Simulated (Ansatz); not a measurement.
# GePSi: the cost of one run

Program: Ansatz 0.2.0, Gaussian basis. Level of theory: cc-pVTZ, core rule «outside noble gas», up to 24 orbitals frozen. These are calculated values, not measurements.

The runs, in order: UHF; CCSD(T) on ROHF; CCSD(T) on UHF; BCCD(T) on ROHF; CCSDT(Q) on ROHF; CCSDT(Q) on UHF.

4 further runs of the same task are left out: 4 set aside as unsound or not needed.

## Step 1: What is computed

The geometry is a PBE0/def2-TZVP stationary point (not a proven minimum). No spin-orbit coupling is included. The filled d shell of Ge may be among the frozen orbitals whatever the setting's name suggests; the logs give the count.

3 atoms, charge 0, spin multiplicity 2.

Atoms are counted from 1 here; the program's logs count them from 0.

Bond lengths: Ge1–P2 2.192 Å, P2–Si3 2.082 Å. Angles: Ge1–P2–Si3 117.3°.

## Step 2: UHF

File in.yaml:

```yaml
crystal:
  periodic: [false, false, false]
  atoms:
    - {symbol: Ge, position_ang: [0.000000, 0.163769, 1.239903]}
    - {symbol: P, position_ang: [0.000000, -0.793827, -0.731696]}
    - {symbol: Si, position_ang: [0.000000, 0.451892, -2.399927]}
basis:
  gaussian: {orbitals: cc-pVTZ}
magnetization: {spin_polarized: true, initial_magnetization: 1}
hamiltonian: {xc: hf}
output: {orbitals: {seedname: orbitals}}
```

The run is started by

```sh
ansatz run in.yaml --threads 1 --pin off --events-out ev --progress --plain --max-ram 3968MiB --backend cpu
```

**Question.** How long does this run take on 1 thread of AMD EPYC 7R13, shared host, and how much memory does it need?

About 20 s, with a peak of 0.28 GiB.
